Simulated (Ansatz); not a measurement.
# C₃H₃Ga (SMILES [CH3][Ga]1[C]#[C]1): single points off equilibrium

One table from this session's results is given with a row withheld; the runs are named, their logs left out.

Computed with Ansatz 0.2.0, Gaussian basis. Level: single points in def2-TZVPP.

Cores are frozen in the correlated methods. Filled d shells of the heavier atoms are correlated.

### Where the work starts

SMILES `[CH3][Ga]1[C]#[C]1`, 7 atoms, charge 0, spin multiplicity 1.

Atoms are counted from 1 here; the program's logs count them from 0.

Bond lengths: C1–Ga2 2.096 Å, C1–H5 1.066 Å, C1–H6 1.067 Å, C1–H7 1.126 Å, Ga2–C3 2.038 Å, Ga2–C4 2.011 Å, C3–C4 1.356 Å. Angles: Ga2–C1–H5 114.0°, Ga2–C1–H6 113.1°, Ga2–C1–H7 103.3°, H5–C1–H6 114.6°, H5–C1–H7 104.3°, H6–C1–H7 106.1°, C1–Ga2–C3 158.9°, C1–Ga2–C4 161.8°, C3–Ga2–C4 39.1°, Ga2–C3–C4 69.3°, Ga2–C4–C3 71.5°.

Geometry (Å):

```mol
C3H3Ga
  3D, bonds by distance, orders not assigned

  7  7  0  0  0  0  0  0  0  0999 V2000
   -0.3884    1.0944   -0.5734 C   0  0
    0.2859   -0.6786    0.3183 Ga  0  0
    1.2755   -1.8960    1.6195 C   0  0
    0.6841   -2.6229    0.6397 C   0  0
   -0.1272    1.1887   -1.6030 H   0  0
   -0.1904    1.9611    0.0160 H   0  0
   -1.5074    0.9713   -0.5803 H   0  0
  1  2  8  0
  1  5  8  0
  1  6  8  0
  1  7  8  0
  2  3  8  0
  2  4  8  0
  3  4  8  0
M  END
```

The first run:

Contents of run/in.yaml:

```yaml
crystal:
  periodic: [false, false, false]
  atoms:
    - {symbol: C, position_ang: [-0.388400, 1.094400, -0.573400]}
    - {symbol: Ga, position_ang: [0.285900, -0.678600, 0.318300]}
    - {symbol: C, position_ang: [1.275500, -1.896000, 1.619500]}
    - {symbol: C, position_ang: [0.684100, -2.622900, 0.639700]}
    - {symbol: H, position_ang: [-0.127200, 1.188700, -1.603000]}
    - {symbol: H, position_ang: [-0.190400, 1.961100, 0.016000]}
    - {symbol: H, position_ang: [-1.507400, 0.971300, -0.580300]}
basis:
  gaussian: {orbitals: def2-TZVPP}
correlation: {method: ccsd_t}
output: {forces: true}
```

No record of the launch command was kept for these runs.

Steps of the session up to this table: CCSD(T)/def2-TZVPP; PBE0-D4/def2-TZVPP; wB97M-V/def2-TZVPP; r2SCAN-D4/def2-TZVPP; PBE-D4/def2-TZVPP; HSE06-D4/def2-TZVPP; BLYP-D4/def2-TZVPP.

One of the session's tables, all rows but one given; the rest of the session is left out.

```
   method  RMS force component (eV/Å)  angle to CCSD(T) forces (°)  dipole (D)
  CCSD(T)                       1.361                    reference        5.87
  PBE0-D4                       1.616                          5.6        6.04
  wB97M-V                           ?                            ?           ?
r2SCAN-D4                       1.551                          4.8        5.94
   PBE-D4                       1.393                          4.1        5.80
 HSE06-D4                       1.607                          5.6        6.04
  BLYP-D4                       1.379                          6.6        5.74
```

Q: Estimate the row for wB97M-V from the others.

**Answer.** RMS force component (eV/Å): 1.703; angle to CCSD(T) forces (°): 7.6; dipole (D): 6.10. In the column «RMS force component (eV/Å)» it is the highest.
